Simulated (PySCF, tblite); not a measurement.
# C4H5F3O: a rotation path, then NMR shifts on frames, part 2 of 2

tblite 0.8.0 and PySCF 2.14.0. Atoms count from 0. Earlier steps stand in the parts before.

### 5 Nuclear shieldings: image 5, PBE0/pcSseg-1

The job: settings as JSON, then the geometry in Å.

```
{"job": {"kind": "nmr", "xc": "PBE0", "basis": "pcSseg-1", "pop": false}, "charge": 0, "multiplicity": 1}
F     -1.592900    -1.798400     0.292000
C     -1.218500    -0.685400    -0.402100
C      0.111100    -0.141900     0.119200
C      0.050800     1.271200     0.684900
F      0.000300     2.173800    -0.329800
F     -1.069300     1.469700     1.408600
C      1.386200    -0.594800    -0.460400
O      0.958700    -1.011000     0.800800
H     -1.138100    -0.974700    -1.455900
H     -2.009200     0.060900    -0.273900
H      0.918100     1.507600     1.318900
H      1.357800    -1.348800    -1.239100
H      2.240600     0.072200    -0.481000
```

With the program's defaults for keys left out, this is: GIAO PBE0/pcSseg-1 NMR shielding, non-relativistic, gas phase.

The log of the run:

```text
coarse grid: 11792 points
cycle   1  E = -529.3168312508  dE =  1.330e+00  |g| = 9.239e-01  |ddm| = 3.185e+00
cycle   2  E = -529.1071104131  dE =  2.097e-01  |g| = 1.472e+00  |ddm| = 1.501e+00
cycle   3  E = -529.4574705408  dE = -3.504e-01  |g| = 9.987e-02  |ddm| = 1.009e+00
cycle   4  E = -529.4586306970  dE = -1.160e-03  |g| = 6.372e-02  |ddm| = 9.866e-02
cycle   5  E = -529.4592933279  dE = -6.626e-04  |g| = 9.724e-03  |ddm| = 4.283e-02
cycle   6  E = -529.4593069645  dE = -1.364e-05  |g| = 3.729e-03  |ddm| = 1.013e-02
cycle   7  E = -529.4593098810  dE = -2.916e-06  |g| = 4.195e-04  |ddm| = 3.199e-03
final grid: 117712 points
cycle   8  E = -529.5371261379  dE = -4.648e-05  |g| = 1.103e-02  |ddm| = 2.821e-02
cycle   9  E = -529.5370947056  dE =  3.143e-05  |g| = 1.753e-02  |ddm| = 1.730e-02
cycle  10  E = -529.5371483512  dE = -5.365e-05  |g| = 1.287e-03  |ddm| = 1.066e-02
cycle  11  E = -529.5371486820  dE = -3.308e-07  |g| = 3.193e-04  |ddm| = 1.168e-03
cycle  12  E = -529.5371486956  dE = -1.359e-08  |g| = 1.430e-04  |ddm| = 2.897e-04
cycle  13  E = -529.5371486985  dE = -2.864e-09  |g| = 2.088e-05  |ddm| = 8.997e-05
cycle  14  E = -529.5371486986  dE = -7.321e-11  |g| = 7.201e-06  |ddm| = 2.139e-05
converged SCF energy = -529.5371486986

GIAO shielding tensors (ppm)
atom      isotropic    diamagn.    paramagn.     s11        s22        s33       span
  0 F      441.454     468.860     -27.406    392.438    438.888    493.036    100.598
  1 C      107.082     237.694    -130.612     74.149     87.403    159.694     85.546
  2 C      132.755     253.279    -120.524     81.803    131.015    185.447    103.644
  3 C       61.210     236.488    -175.278     44.653     67.348     71.627     26.974
  4 F      306.562     473.213    -166.651    189.047    334.107    396.531    207.484
  5 F      309.373     472.230    -162.857    209.181    332.274    386.665    177.484
  6 C      138.194     251.941    -113.746     97.755    141.018    175.809     78.054
  7 O      298.503     394.927     -96.423    126.754    377.442    391.314    264.560
  8 H       26.858      27.979      -1.121     21.991     27.759     30.825      8.833
  9 H       26.156      27.714      -1.558     22.343     27.305     28.819      6.476
 10 H       26.000      27.537      -1.538     23.942     24.608     29.449      5.507
 11 H       28.967      30.134      -1.167     23.356     27.053     36.493     13.137
 12 H       28.937      30.132      -1.195     24.032     26.567     36.212     12.180
```

Wall time 44 s (1 thread, shared host).

Key values: δ C3 125.7, C1 79.8, C2 54.2, C6 48.7, H10 5.72, H9 5.56 ppm.

### 6 NMR shieldings: image 6, PBE0/pcSseg-1

The job: settings as JSON, then the geometry in Å.

```
{"job": {"kind": "nmr", "xc": "PBE0", "basis": "pcSseg-1", "pop": false}, "charge": 0, "multiplicity": 1}
F     -1.735000    -1.592400     0.468800
C     -1.209300    -0.691500    -0.411700
C      0.118000    -0.147600     0.105400
C      0.043200     1.243100     0.723000
F     -0.026800     2.179100    -0.261000
F     -1.075200     1.399300     1.457300
C      1.392000    -0.563100    -0.503400
O      0.983000    -1.033800     0.743800
H     -1.078500    -1.213200    -1.365600
H     -1.934300     0.122500    -0.518100
H      0.911400     1.471600     1.358500
H      1.368000    -1.286500    -1.310600
H      2.239200     0.113200    -0.504100
```

Method: GIAO PBE0/pcSseg-1 NMR shielding, non-relativistic, gas phase.

The log of the run:

```text
coarse grid: 11792 points
cycle   1  E = -529.3187111241  dE =  1.330e+00  |g| = 9.245e-01  |ddm| = 3.185e+00
cycle   2  E = -529.1113226586  dE =  2.074e-01  |g| = 1.469e+00  |ddm| = 1.470e+00
cycle   3  E = -529.4594583657  dE = -3.481e-01  |g| = 9.963e-02  |ddm| = 9.819e-01
cycle   4  E = -529.4606165309  dE = -1.158e-03  |g| = 6.347e-02  |ddm| = 9.760e-02
cycle   5  E = -529.4612731116  dE = -6.566e-04  |g| = 9.678e-03  |ddm| = 4.190e-02
cycle   6  E = -529.4612866647  dE = -1.355e-05  |g| = 3.692e-03  |ddm| = 1.011e-02
cycle   7  E = -529.4612895104  dE = -2.846e-06  |g| = 4.140e-04  |ddm| = 3.177e-03
final grid: 117712 points
cycle   8  E = -529.5388236198  dE = -4.626e-05  |g| = 1.123e-02  |ddm| = 2.893e-02
cycle   9  E = -529.5387912204  dE =  3.240e-05  |g| = 1.783e-02  |ddm| = 1.739e-02
cycle  10  E = -529.5388465869  dE = -5.537e-05  |g| = 1.294e-03  |ddm| = 1.065e-02
cycle  11  E = -529.5388469214  dE = -3.345e-07  |g| = 3.289e-04  |ddm| = 1.168e-03
cycle  12  E = -529.5388469359  dE = -1.443e-08  |g| = 1.436e-04  |ddm| = 2.930e-04
cycle  13  E = -529.5388469388  dE = -2.913e-09  |g| = 2.024e-05  |ddm| = 8.781e-05
cycle  14  E = -529.5388469388  dE = -7.060e-11  |g| = 6.825e-06  |ddm| = 2.026e-05
converged SCF energy = -529.5388469388

GIAO shielding tensors (ppm)
atom      isotropic    diamagn.    paramagn.     s11        s22        s33       span
  0 F      433.830     469.137     -35.307    385.887    434.935    480.669     94.783
  1 C      104.750     237.290    -132.539     72.220     87.422    154.609     82.389
  2 C      131.448     253.267    -121.819     81.242    129.566    183.536    102.294
  3 C       61.295     236.376    -175.080     44.811     67.915     71.161     26.350
  4 F      306.346     473.237    -166.891    188.289    336.522    394.226    205.937
  5 F      308.625     472.223    -163.598    210.925    332.078    382.871    171.946
  6 C      137.922     252.015    -114.092     97.618    141.032    175.117     77.499
  7 O      303.070     395.216     -92.146    138.279    379.864    391.065    252.786
  8 H       27.016      28.006      -0.989     21.657     28.239     31.152      9.495
  9 H       26.159      27.693      -1.534     22.746     27.061     28.670      5.924
 10 H       25.974      27.523      -1.548     23.919     24.562     29.443      5.524
 11 H       29.009      30.205      -1.196     23.457     26.992     36.579     13.122
 12 H       28.951      30.111      -1.160     24.094     26.539     36.222     12.128
```

It took 45 s on 1 thread, shared host.

This run: δ C3 125.6, C1 82.2, C2 55.5, C6 49.0, H10 5.74, H9 5.56 ppm.

### 7 Nuclear shieldings: image 8, PBE0/pcSseg-1

The job: settings as JSON, then the geometry in Å.

```
{"job": {"kind": "nmr", "xc": "PBE0", "basis": "pcSseg-1", "pop": false}, "charge": 0, "multiplicity": 1}
F     -2.007600    -1.105000     0.633800
C     -1.197100    -0.738500    -0.402300
C      0.116300    -0.172300     0.104600
C      0.038600     1.179400     0.806900
F      0.076900     2.172800    -0.123600
F     -1.111500     1.349100     1.479500
C      1.371800    -0.468800    -0.602100
O      1.055800    -1.064000     0.620300
H     -1.015900    -1.638800    -0.998200
H     -1.734200     0.017000    -0.986800
H      0.878500     1.326400     1.502800
H      1.350500    -1.117100    -1.469900
H      2.173700     0.260400    -0.582900
```

Method: GIAO PBE0/pcSseg-1 NMR shielding, non-relativistic, gas phase.

The log of the run:

```text
coarse grid: 11792 points
cycle   1  E = -529.3202538108  dE =  1.335e+00  |g| = 9.288e-01  |ddm| = 3.189e+00
cycle   2  E = -529.1147311094  dE =  2.055e-01  |g| = 1.470e+00  |ddm| = 1.509e+00
cycle   3  E = -529.4624418261  dE = -3.477e-01  |g| = 9.678e-02  |ddm| = 1.001e+00
cycle   4  E = -529.4635310128  dE = -1.089e-03  |g| = 6.220e-02  |ddm| = 9.579e-02
cycle   5  E = -529.4641627381  dE = -6.317e-04  |g| = 9.692e-03  |ddm| = 4.126e-02
cycle   6  E = -529.4641763337  dE = -1.360e-05  |g| = 3.667e-03  |ddm| = 1.025e-02
cycle   7  E = -529.4641791177  dE = -2.784e-06  |g| = 4.009e-04  |ddm| = 3.186e-03
final grid: 117712 points
cycle   8  E = -529.5416117404  dE = -4.560e-05  |g| = 1.158e-02  |ddm| = 2.677e-02
cycle   9  E = -529.5415775622  dE =  3.418e-05  |g| = 1.836e-02  |ddm| = 1.795e-02
cycle  10  E = -529.5416360533  dE = -5.849e-05  |g| = 1.291e-03  |ddm| = 1.099e-02
cycle  11  E = -529.5416363854  dE = -3.321e-07  |g| = 3.289e-04  |ddm| = 1.146e-03
cycle  12  E = -529.5416363995  dE = -1.407e-08  |g| = 1.446e-04  |ddm| = 3.030e-04
cycle  13  E = -529.5416364024  dE = -2.997e-09  |g| = 1.987e-05  |ddm| = 9.231e-05
cycle  14  E = -529.5416364025  dE = -6.776e-11  |g| = 6.391e-06  |ddm| = 2.007e-05
converged SCF energy = -529.5416364025

GIAO shielding tensors (ppm)
atom      isotropic    diamagn.    paramagn.     s11        s22        s33       span
  0 F      430.078     469.869     -39.791    391.234    431.811    467.188     75.954
  1 C      100.327     237.121    -136.793     66.969     86.493    147.520     80.551
  2 C      130.183     254.088    -123.905     82.461    126.249    181.839     99.377
  3 C       60.751     235.122    -174.371     45.422     67.602     69.227     23.805
  4 F      303.920     473.409    -169.489    179.075    337.183    395.501    216.427
  5 F      309.021     471.521    -162.500    216.345    322.002    388.716    172.371
  6 C      143.277     252.437    -109.160     98.201    152.769    178.860     80.659
  7 O      295.309     396.395    -101.086    135.638    364.128    386.160    250.522
  8 H       27.232      27.867      -0.634     21.554     28.819     31.323      9.768
  9 H       26.142      27.688      -1.546     22.295     26.740     29.391      7.096
 10 H       25.892      27.432      -1.540     23.786     24.586     29.304      5.517
 11 H       29.305      30.386      -1.081     24.008     27.013     36.896     12.888
 12 H       29.163      30.165      -1.002     24.399     26.689     36.401     12.002
```

It took 43 s on 1 thread, shared host.

In short: δ C3 126.2, C1 86.6, C2 56.7, C6 43.6, H10 5.82, H9 5.57 ppm.

### 8 Run by run: NMR shifts

Shifts (ppm) of some atoms, chosen among heavy atoms and hydrogens apart, with basis size and wall time:

| frame | C1 | C6 | H8 | H11 | F5 | F0 | O7 | functions | time |
| --- | --- | --- | --- | --- | --- | --- | --- | --- | --- |
| image 0 | 80.4 | 43.3 | 5.26 | 3.10 | -145.6 | -274.4 | 33.6 | 161 | 59 s |
| image 2 | 78.0 | 42.0 | 5.13 | 2.83 | -144.8 | -288.8 | 35.2 | 161 | 47 s |
| image 5 | 79.8 | 48.7 | 4.86 | 2.75 | -138.4 | -270.5 | 37.6 | 161 | 44 s |
| image 6 | 82.2 | 49.0 | 4.70 | 2.71 | -137.7 | -262.9 | 33.0 | 161 | 45 s |
| image 8 | 86.6 | 43.6 | 4.48 | 2.41 | -138.1 | -259.1 | 40.8 | 161 | 43 s |

### 9 Results

What follows sums up all 2 parts.

```
                                         quantity                               value
                                          barrier  0.147 eV (3.4 kcal/mol) at image 5
                            end to end (GFN2-xTB)                            0.098 eV
  13C shifts against TMS (PBE0/pcSseg-1, image 0)         126.2, 80.4, 57.7, 43.3 ppm
   1H shifts against TMS (PBE0/pcSseg-1, image 0)    5.70, 5.26, 5.21, 3.10, 2.55 ppm
19F shifts against CFCl3 (PBE0/pcSseg-1, image 0)          -136.8, -145.6, -274.4 ppm
  17O shifts against H2O (PBE0/pcSseg-1, image 0)                            33.6 ppm
            surface potential, 1st and 99th percentile                  -1.11 V and 1.41 V
                         range of the shift of F0                -288.8 to -259.1 ppm
```

What this shows: Along the band the dihedral turns by 131°, and the top (dihedral 241°) lies 3.4 kcal/mol above the start (GFN2-xTB, rough), so at room temperature this motion is fast. The top was not checked by a frequency run. Shifts at one fixed geometry are not the observed spectrum, which averages over the motion. In the first frame run (image 0): The largest span, 239 ppm, is at O7, where the paramagnetic term is -94 ppm. Across the 5 runs the shift of F0 moves most, between -288.8 (image 2) and -259.1 ppm (image 8).
